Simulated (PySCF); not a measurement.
# H3O3Pb (Pb(OH)3+): the cost of one run

The runs use PySCF 2.14.0; r2SCAN, Pb def2-SVP with ECP60, O def2-SVP, H def2-SVP; scalar-relativistic core potentials, no spin–orbit coupling.

5 further runs of the same task are left out: 2 for a known fault of the program, 1 that didn't finish, 2 set aside as unsound or not needed. Runs told in other sessions of the task aren't counted.

**1. The starting structure**

7 atoms, charge 1, spin multiplicity 1.

Bond lengths: Pb1–O2 2.051 Å, Pb1–O4 2.051 Å, Pb1–O6 2.051 Å, O2–H3 0.980 Å, O4–H5 0.980 Å, O6–H7 0.980 Å. Angles: O2–Pb1–O4 120.0°, O2–Pb1–O6 120.0°, O4–Pb1–O6 120.0°, Pb1–O2–H3 110.2°, Pb1–O4–H5 110.2°, Pb1–O6–H7 110.2°.

As a file:

```
Pb    0.0000    0.0000    0.0644
O     2.0217   -0.3476    0.0660
H     2.5113    0.5018    0.0654
O    -0.7099    1.9246    0.0660
H    -1.6902    1.9239    0.0654
O    -1.3118   -1.5771    0.0660
H    -0.8211   -2.4257    0.0654
```

Formal oxidation states: Pb +4. An earlier session relaxed this geometry at r2SCAN, Pb def2-SVP with ECP60, O def2-SVP, H def2-SVP (singlet, point group C3h).

Its energy there is -419.802190 Eh.

**2. Multiplicity 3 at the relaxed geometry**

The input, run.py (the lines that set the calculation):

```python
mol = gto.M(atom='''
Pb     0.00000     0.00000     0.06445
O      2.02174    -0.34755     0.06599
H      2.51127     0.50178     0.06545
O     -0.70989     1.92465     0.06599
H     -1.69019     1.92393     0.06545
O     -1.31185    -1.57710     0.06599
H     -0.82108    -2.42572     0.06545''',
    basis={'Pb': 'def2-SVP', 'O': 'def2-SVP', 'H': 'def2-SVP'},
    ecp={'Pb': 'def2-SVP'},
    charge=1, spin=2)
mf = dft.UKS(mol, xc='R2SCAN')
mf.grids.atom_grid = (50, 194)
mf = mf.density_fit()  # fitting sets: Pb def2-universal-JKFIT, O def2-universal-JKFIT, H def2-universal-JKFIT
mf.conv_tol = 1e-08; mf.max_cycle = 55
mf.kernel(dm0)  # dm0: free metal ions and neutral atoms
```

The run is started by

```sh
OMP_NUM_THREADS=2 python run.py
```

**Question.** How long does this run take on 2 threads of Arm Neoverse V1, shared host?

About 69 s.
